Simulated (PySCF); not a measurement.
# [IrO4]+: relaxation and vibrations of the singlet

Aim: relax [IrO4]+ as a singlet from a PBE minimum start, check by its vibrations whether the end is a minimum, and collect its spectrum and constants.

Method: PBE, basis Ir def2-SVP with ECP60, O def2-SVP, scalar-relativistic core potentials, no spin–orbit coupling, density fitting; program: PySCF 2.14.0.

## (1) Where the work starts

5 atoms, charge 1, spin multiplicity 1.

Bond lengths: Ir1–O2 1.714 Å, Ir1–O3 1.714 Å, Ir1–O4 1.714 Å, Ir1–O5 1.714 Å. Angles: O2–Ir1–O3 109.5°, O2–Ir1–O4 109.5°, O2–Ir1–O5 109.5°, O3–Ir1–O4 109.5°, O3–Ir1–O5 109.5°, O4–Ir1–O5 109.5°.

Z-matrix (Å, degrees; charge 1 multiplicity 1):
```
Ir
O  1 1.7138
O  1 1.7138 2 109.47
O  1 1.7138 2 109.47 3 120.00
O  1 1.7138 2 109.47 3 -120.00
```

## (2) First SCF at the start

The steps below are one call of a driver around PySCF. For each, scf.py gives the equivalent set-up of the SCF; relaxations use the driver's own optimiser. After this first run the driver tries any further starts and a stability analysis.

scf.py reads:

```python
from pyscf import gto, scf, dft
mol = gto.M(atom='''
Ir     0.000000     0.000000     0.000000
O     -0.989440    -0.989440     0.989440
O      0.989440     0.989440     0.989440
O      0.989440    -0.989440    -0.989440
O     -0.989440     0.989440    -0.989440''',
    basis={'Ir': 'def2-SVP', 'O': 'def2-SVP'},
    ecp={'Ir': 'def2-SVP'},
    charge=1, spin=0)
mf = dft.RKS(mol, xc='PBE')
mf.grids.atom_grid = (50, 194)
aux = {'Ir': 'def2-universal-JKFIT', 'O': 'def2-universal-JKFIT'}
mf = mf.density_fit(auxbasis=aux)
mf.conv_tol = 1e-08
mf.diis_space = 10
mf.max_cycle = 60
mf.init_guess = 'minao'
mf.verbose = 4
mf.kernel()
```

Launch:

```sh
> OMP_NUM_THREADS=2 python axn.py task.json out
```

The program printed:

```text
init E= -393.158462299542
  HOMO = -0.697795830730296  LUMO = -0.558014181778165  gap/eV = 3.80365
cycle= 1 E= -403.963168609614  delta_E= -10.8  |g|= 1.41  |ddm|= 8.24
  HOMO = -0.511446543579488  LUMO = -0.468922042520317  gap/eV = 1.15715
cycle= 2 E= -400.710113536469  delta_E= 3.25  |g|= 4.02  |ddm|= 4.31
  HOMO = -0.574555541106071  LUMO = -0.454771845780922  gap/eV = 3.25948
cycle= 3 E= -404.291358539783  delta_E= -3.58  |g|= 0.373  |ddm|= 3.81
  HOMO = -0.615301828801839  LUMO = -0.506559685990881  gap/eV = 2.95902
cycle= 4 E= -404.315563322775  delta_E= -0.0242  |g|= 0.12  |ddm|= 0.372
  HOMO = -0.596864566584331  LUMO = -0.485760377800446  gap/eV = 3.02330
cycle= 5 E= -404.31853808102  delta_E= -0.00297  |g|= 0.0243  |ddm|= 0.119
  HOMO = -0.597178039867995  LUMO = -0.486612600252924  gap/eV = 3.00864
cycle= 6 E= -404.318645475371  delta_E= -0.000107  |g|= 0.00396  |ddm|= 0.0127
  HOMO = -0.597206050171159  LUMO = -0.486684336447415  gap/eV = 3.00745
cycle= 7 E= -404.318648146954  delta_E= -2.67e-06  |g|= 0.001  |ddm|= 0.00204
  HOMO = -0.597208050556372  LUMO = -0.486708382434459  gap/eV = 3.00685
cycle= 8 E= -404.318648326691  delta_E= -1.8e-07  |g|= 4.52e-05  |ddm|= 0.000587
  HOMO = -0.597207253637613  LUMO = -0.486708588290103  gap/eV = 3.00682
cycle= 9 E= -404.318648327056  delta_E= -3.65e-10  |g|= 2.91e-06  |ddm|= 2.57e-05
  HOMO = -0.597206989173334  LUMO = -0.48670873144714  gap/eV = 3.00681
Extra cycle  E= -404.318648326948  delta_E= 1.08e-10  |g|= 2.35e-05  |ddm|= 1.66e-05
converged SCF energy = -404.318648326948
```

This step, with its further starts and checks, needed 12 s of wall time on 2 threads of Arm Neoverse N1, shared host.

No lower closed-shell solution turned up in the test of internal stability.

## (3) Relaxing the singlet from the PBE minimum start

The program finds Td symmetry in the start, which this walk keeps. The walk stops when the largest gradient is under 0.0003 Eh/bohr and the energy has settled too.

scf.py, as its differences from that of step 2:

```diff
@@ -3 +3 @@
-Ir     0.000000     0.000000     0.000000
+Ir    -0.000000     0.000000     0.000000
@@ -18 +17,0 @@
-mf.init_guess = 'minao'
```

Steps of the walk:

```
step  energy (Eh)  change (kJ/mol)  largest symmetric gradient (Eh/bohr)
   0  -404.318648             0.00                               0.00020
```

The walk took 3.4 s.

Geometry (Å) and forces (eV/Å) at some steps:

```
step 0
Ir   0.000   0.000   0.000   0.000   0.000   0.000
O   -0.989  -0.989   0.989   0.010   0.010  -0.010
O    0.989   0.989   0.989  -0.010  -0.010  -0.010
O    0.989  -0.989  -0.989  -0.010   0.010   0.010
O   -0.989   0.989  -0.989   0.010  -0.010   0.010
```

After 0 steps and 0.0 kJ/mol it ends at Td: Ir–O 1.714 Å (×4); O–Ir–O 109.5° (×6).

## (4) Hessian and properties

The point is checked on the finer grid, and tightened if its gradient asks for it. The Hessian and the dipole derivatives come from central differences of analytic gradients, with steps of 0.02 bohr.

scf.py, as its differences from that of step 3:

```diff
@@ -3 +3 @@
-Ir    -0.000000     0.000000     0.000000
+Ir     0.000000    -0.000000    -0.000000
@@ -12 +12 @@
-mf.grids.atom_grid = (50, 194)
+mf.grids.atom_grid = (75, 302)
@@ -15 +15 @@
-mf.conv_tol = 1e-08
+mf.conv_tol = 1e-10
```

The driver hands on the density of the step before, so the log starts near convergence.

SCF at the final geometry:

```text
init E= -404.318981824491
  HOMO = -0.59722569462232  LUMO = -0.486721368106694  gap/eV = 3.00698
cycle= 1 E= -404.318981824457  delta_E= 3.41e-11  |g|= 1.37e-05  |ddm|= 9.99e-06
  HOMO = -0.597226081149371  LUMO = -0.486720321780777  gap/eV = 3.00701
cycle= 2 E= -404.318981823716  delta_E= 7.41e-10  |g|= 6.56e-05  |ddm|= 4.78e-05
  HOMO = -0.597225725408828  LUMO = -0.48672118371985  gap/eV = 3.00698
cycle= 3 E= -404.318981824463  delta_E= -7.47e-10  |g|= 1.21e-05  |ddm|= 4.16e-05
  HOMO = -0.597225841027347  LUMO = -0.486721204412001  gap/eV = 3.00698
cycle= 4 E= -404.318981824493  delta_E= -3e-11  |g|= 5.86e-08  |ddm|= 7.66e-06
  HOMO = -0.597225826117357  LUMO = -0.486721185907184  gap/eV = 3.00698
Extra cycle  E= -404.31898182449  delta_E= 2.84e-12  |g|= 1.14e-07  |ddm|= 1.34e-07
converged SCF energy = -404.31898182449
```

The whole step took 33 s.

Geometry: Td; Ir–O 1.714 Å (×4); O–Ir–O 109.5° (×6).

Modes, for the most abundant isotopes:

```tsv
symmetry	ω (cm⁻¹)	IR (km/mol)	μ (u)
e	322	0.0	15.99
t2	324	4.0	18.48
a1	935	0.0	15.99
t2	946	62.8	17.65
```

No imaginary mode, so this is a minimum.

Properties at this point:

* Dipole moment about the centre of mass: 0.00 D
* Highest occupied level: -16.25 eV
* Lowest empty level: -13.24 eV
* Rotational constants: 0.1346, 0.1346, 0.1346 cm⁻¹
* Zero-point energy: 32.2 kJ/mol
* Principal polarisabilities: 40.2, 40.2, 40.2 bohr³
* Principal traceless quadrupole moments about the centre of mass: 0.00, 0.00, 0.00 D Å
* Entropy at 298.15 K and 1 bar: 295.2 J/(mol K)
* Heat capacity Cp at 298.15 K: 74.8 J/(mol K)
* Enthalpy at 298.15 K above 0 K: 15.54 kJ/mol
* Rotational symmetry number: 12

Populations by atom (charges in e):

| atom | Mulliken | Löwdin | polar tensor | Mayer order to Ir1 |
| --- | --- | --- | --- | --- |
| Ir1 | 1.42 | 0.73 | 1.60 | – |
| O2,3,4,5 | -0.11 | 0.07 | -0.15 | 1.58 |

Mulliken populations on Ir1 (outside its core potential): s 2.51, p 6.33, d 6.56, f 0.18.

## (5) Stability of the closed shell

At the lowest minimum the closed shell is tested against spin polarisation, on the (50, 194) grid. It is stable.

## (6) What came out

```
                            quantity                                  value
                             minimum                            singlet, Td
                            geometry  Ir–O 1.714 Å (×4); O–Ir–O 109.5° (×6)
                  wavenumbers (cm⁻¹)  322 (e), 324 (t2), 935 (a1), 946 (t2)
      dipole moment (centre of mass)                                 0.00 D
highest occupied, lowest empty level                      -16.25, -13.24 eV
          polar-tensor charge of Ir1                                +1.60 e
                   zero-point energy                            32.2 kJ/mol
                 entropy at 298.15 K                        295.2 J/(mol K)
```

In words: The molecule stays Td, as typed, and the end point is a minimum. In the infrared the band at 946 cm⁻¹ (t2, stretch) leads. Other starts or spin states, not run here, may lie lower. With an element this heavy the missing spin–orbit coupling can shift these numbers.

The search up to here needed 51 s of wall time on 2 threads of Arm Neoverse N1, shared host.
